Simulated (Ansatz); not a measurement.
# GeNSi: the cost of one run

Computed with Ansatz 0.2.0, Gaussian basis. Level: cc-pVTZ, core rule «outside noble gas», up to 20 orbitals frozen.

Plan: UHF; CCSD(T) on RHF; CCSD(T) on UHF; BCCD(T) on RHF; CCSDT(Q) on RHF; CCSDT(Q) on UHF; CASSCF and NEVPT2, 12 electrons in 12 orbitals.

6 further runs of the same task are left out: 1 for a known fault of the program, 5 set aside as unsound or not needed.

### 1 The geometry

The geometry is a PBE0/def2-TZVP stationary point (not a proven minimum) of the parent state, kept for this charge and spin. No spin-orbit coupling is included. The filled d shell of Ge may be among the frozen orbitals whatever the setting's name suggests; the logs give the count.

3 atoms, charge 1, spin multiplicity 1.

Atoms are counted from 1 here; the program's logs count them from 0.

Bond lengths: Ge1–Si2 2.353 Å, Si2–N3 1.602 Å. Angles: Ge1–Si2–N3 180.0°.

### 2 UHF

in.yaml

```yaml
crystal:
  periodic: [false, false, false]
  atoms:
    - {symbol: Ge, position_ang: [0.000000, 0.000000, 2.102400]}
    - {symbol: Si, position_ang: [0.000000, 0.000000, -0.250300]}
    - {symbol: N, position_ang: [0.000000, 0.000000, -1.852100]}
basis:
  gaussian: {orbitals: cc-pVTZ}
total_charge: 1
magnetization: {spin_polarized: true, initial_magnetization: 0}
hamiltonian: {xc: hf}
output: {orbitals: {seedname: orbitals}}
```

Launch:

```console
ansatz run in.yaml --threads 1 --pin off --events-out ev --progress --plain --max-ram 4096MiB --backend cpu
```

What time and memory should one allow on 1 thread of AMD EPYC 7R13, shared host?

About 31 s, with a peak of 0.31 GiB.
